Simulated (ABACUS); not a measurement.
Crystal: TaAs.

```
Ta As
1.0
    -1.72181    1.72181    5.86794
     1.72181   -1.72181    5.86794
     1.72181    1.72181   -5.86794
Ta As
2 2
Direct
  0.49997 0.49997 0.00000
  0.24997 0.74997 0.50000
  0.08263 0.08263 0.00000
  0.83263 0.33263 0.50000
```

The cell is a database's computed one.

| Quantity | Value |
| --- | --- |
| Program | ABACUS 3.10.1 |
| Task | single point |
| Functional | PBEsol |
| Potentials or basis | PseudoDojo NC SR 0.4.1 PBEsol standard |
| Cutoff | 1143 eV |
| Density cutoff | 4572 eV |
| Basis | plane waves |
| k mesh | 11 × 11 × 11 |
| Occupations | fermi-dirac, width 0.05 eV |
| Spin | no spin polarisation |

On this cell: pressure -3.7 GPa; largest force 0.021 eV/Å; band gap on the k mesh none (metal or under the smearing width).

The same run follows on a disturbed copy (atoms moved at random, drawn with an rms of 0.05 Å):

```
Ta As
1.0
    -1.72181    1.72181    5.86794
     1.72181   -1.72181    5.86794
     1.72181    1.72181   -5.86794
Ta As
2 2
Cartesian
  -0.0391 -0.0143 5.8420
  1.7260 -0.0234 2.9107
  -0.0269 0.0224 0.9484
  -0.0261 1.7046 3.8780
```

What does the disturbed cell give?

The energy (extrapolated to zero smearing) moves by +4.1 meV/atom; pressure -3.5 GPa; largest force 0.506 eV/Å; band gap on the k mesh none (metal or under the smearing width).

Forces on the atoms (eV/Å):
```
Ta   0.197  0.282  0.032
Ta  -0.496  0.100  0.011
As   0.046 -0.375 -0.057
As   0.253 -0.006  0.015
```

Stress tensor (GPa, compression positive):
```
-3.32  0.03 -0.59
 0.03 -3.34 -0.81
-0.59 -0.81 -3.93
```

Caveats: there are fewer bands than atomic start orbitals, so a level may be missed at k points of high symmetry.
